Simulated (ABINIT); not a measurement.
# AgRh in ABINIT: the effect of smearing

Crystal: AgRh.

```
CELL_PARAMETERS angstrom
2.77759 0.00000 0.00000
-1.38879 2.40546 0.00000
0.00000 0.00000 4.80860
ATOMIC_POSITIONS crystal
Ag 0.00000 0.00000 0.50000
Rh 0.66667 0.33333 0.00000
```

The cell comes from a database or a generator and needn't be the stable form of this composition.

Alike in all runs:

| Quantity | Value |
| --- | --- |
| Program | ABINIT 10.8.3 (patched build) |
| Task | single point |
| Functional | PBE |
| Potentials or basis | JTH PAW PBE v2.0 |
| Cutoff | 463 eV |
| k mesh | 11 × 11 × 6 |
| Spin | no spin polarisation |

```csv
smearing,occupations,pressure (GPa)
fermi-dirac,"fermi-dirac, width 0.2 eV",?
gaussian,"gaussian, width 0.2 eV",-2.2
cold,"cold (ABINIT), width 0.2 eV",-2.5
cold-b,"cold-b (ABINIT), width 0.2 eV",-2.5
methfessel-paxton,"methfessel-paxton, width 0.2 eV",-2.4
```

Task: What does the run with smearing fermi-dirac give?

Result: Pressure -1.5 GPa.
